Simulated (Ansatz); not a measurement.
# C6H4Ge: up Jacob's ladder to CCSD(T)

One table from this session's results is given with a row withheld; the runs are named, their logs left out.

The runs use Ansatz 0.2.0, Gaussian basis; functionals in def2-TZVPP, the program's frozen cores in correlated methods.

Plan: LDA (SPW92), PBE-D4, revPBE-D4, BLYP-D4, r2SCAN-D4, B97M-V, PBE0-D4, B3LYP-D4, r2SCANh-D4, r2SCAN0-D4, HSE06-D4, BHLYP-D4, CAM-B3LYP-D4, LC-ωPBE, ωB97X-V, ωB97M-V, B2PLYP, PBE-QIDH; CCSD(T)/def2-SVP; CCSD(T)/def2-TZVPP; MP2/def2-QZVPP; extrapolation to the limit; RPA on PBE.

### The relaxed structure

The geometry comes from an earlier relaxation with PBE0-D4 in a triple-zeta def2 set; it is a stationary point, not always the lowest conformer.

SMILES `C#[C][GeH]([C]#C)[C]#C`, 11 atoms, charge 0, spin multiplicity 1.

Atoms are counted from 1 here; the program's logs count them from 0.

Bond lengths: C1–C2 1.204 Å, C1–H8 1.066 Å, C2–Ge3 1.894 Å, Ge3–C4 1.894 Å, Ge3–C6 1.894 Å, Ge3–H9 1.529 Å, C4–C5 1.204 Å, C5–H10 1.066 Å, C6–C7 1.204 Å, C7–H11 1.066 Å. Angles: C2–C1–H8 179.7°, C1–C2–Ge3 179.1°, C2–Ge3–C4 109.0°, C2–Ge3–C6 109.0°, C2–Ge3–H9 109.9°, C4–Ge3–C6 109.0°, C4–Ge3–H9 110.0°, C6–Ge3–H9 109.9°, Ge3–C4–C5 179.1°, C4–C5–H10 179.7°, Ge3–C6–C7 179.1°, C6–C7–H11 179.7°.

The first run:

Contents of in.yaml:

```yaml
crystal:
  periodic: [false, false, false]
  atoms:
    - {symbol: C, position_ang: [0.479364, -2.605336, 1.287090]}
    - {symbol: C, position_ang: [0.383421, -1.444732, 0.981941]}
    - {symbol: Ge, position_ang: [0.244710, 0.388995, 0.528720]}
    - {symbol: C, position_ang: [1.260221, 0.716019, -1.036200]}
    - {symbol: C, position_ang: [1.915524, 0.936593, -2.021716]}
    - {symbol: C, position_ang: [-1.570617, 0.803506, 0.182395]}
    - {symbol: C, position_ang: [-2.723777, 1.080428, -0.024617]}
    - {symbol: H, position_ang: [0.562356, -3.634324, 1.552808]}
    - {symbol: H, position_ang: [0.766301, 1.251090, 1.678771]}
    - {symbol: H, position_ang: [2.492968, 1.128615, -2.896925]}
    - {symbol: H, position_ang: [-3.744972, 1.322247, -0.211665]}
basis:
  gaussian: {orbitals: def2-TZVPP}
hamiltonian: {xc: lda}
output: {orbitals: {seedname: orbitals}}
```

Run with:

```console
> ansatz run in.yaml --threads 4 --pin off --events-out ev --progress --plain --max-ram 11315MiB
```

Among the steps run: LDA; PBE-D4 (GGA); revPBE-D4 (GGA); BLYP-D4 (GGA); r2SCAN-D4 (meta-GGA); B97M-V (meta-GGA); B3LYP-D4 (hybrid); r2SCANh-D4 (hybrid); r2SCAN0-D4 (hybrid); HSE06-D4 (hybrid); BHLYP-D4 (hybrid); CAM-B3LYP-D4 (range-separated); LC-ωPBE (range-separated); ωB97X-V (range-separated); ωB97M-V (range-separated); B2PLYP (double hybrid); PBE-QIDH (double hybrid).

One of the session's tables, all rows but one given; the rest of the session is left out.

It belongs to the step «Frontier levels by functional». 

```
  functional  HOMO (eV)  gap (eV)
 LDA (SPW92)      -7.23      5.65
      PBE-D4      -7.04      5.68
   revPBE-D4      -6.97      5.70
     BLYP-D4      -6.85      5.64
   r2SCAN-D4      -7.27      6.12
      B97M-V      -7.23      6.12
     PBE0-D4      -8.25      7.81
    B3LYP-D4      -7.98      7.33
  r2SCANh-D4      -7.72      6.91
  r2SCAN0-D4      -8.41      8.08
    HSE06-D4          ?         ?
    BHLYP-D4      -9.27      9.85
CAM-B3LYP-D4      -9.60     10.27
     LC-ωPBE     -11.09     12.90
     ωB97X-V     -10.64     12.35
     ωB97M-V     -10.52     12.09
```

**Question.** Estimate the row for HSE06-D4.

**Answer.** HOMO (eV): -7.85; gap (eV): 7.03. In the column «HOMO (eV)» it lies between B3LYP-D4 (-7.98) and r2SCANh-D4 (-7.72).
